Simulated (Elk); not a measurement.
**TaRu: a single-point run**

Wanted: a converged single-point run for TaRu, and a check of what comes out. The structure is shown as the input types it.

Program: Elk 11.2.3 (patched build). Level of theory: DFT, PBEsol, all-electron APW+lo, Dirac cores, scalar-relativistic bands; ground state. These are calculated values, not measurements.

## Step 1: Starting point

Symmetry: P4/mmm, No. 123, tetragonal system. Conventional cell: a = 3.053 Å, b = 3.053 Å, c = 3.389 Å, α = 90.00°, β = 90.00°, γ = 90.00°. Around Ta (site symmetry 4/mmm) lie 8 Ru at 2.74 Å and 4 Ta at 3.05 Å. Ru (site symmetry 4/mmm) has 8 Ta at 2.74 Å and 4 Ru at 3.05 Å as nearest neighbours.

Structure file:

```
Ta Ru
1.0
     3.05300    0.00000    0.00000
     0.00000    3.05300    0.00000
     0.00000    0.00000    3.38900
Ta Ru
1 1
Direct
  0.50000 0.50000 0.50000
  0.00000 0.00000 0.00000
```

## Step 2: The run

The input, elk.in:

```
tasks
  0

xctype
  22

rgkmax
  high

gmaxvr
  14.0

lmaxapw
  9

lmaxo
  7

lmaxi
  2

nrmtscf
  1.5

lradstp
  4

nempty
  5

epspot
  1e-06

epsengy
  0.0001

maxscl
  60

swidth
  0.001

sppath
  './'

avec
  5.76933385848 0.00000000000 0.00000000000
  0.00000000000 5.76933385848 0.00000000000
  0.00000000000 0.00000000000 6.40428183636

atoms
  2
  'Ta.in'
  1
  0.500000000000 0.500000000000 0.500000000000   0.000 0.000 0.000
  'Ru.in'
  1
  0.000000000000 0.000000000000 0.000000000000   0.000 0.000 0.000

ngridk
  10 10 8
```

The run is started by

```sh
OMP_NUM_THREADS=1 elk
```

Q: Will this input give a usable result? If not, why, and what should change?

Nothing was computed: the input was turned down at the start. It says: «Error(readinput): error reading from elk.in Problem occurred in 'rgkmax' block Check input convention in manual»

The parser can't turn the typed value into what the key holds.

In general: type the value in the form the key wants.
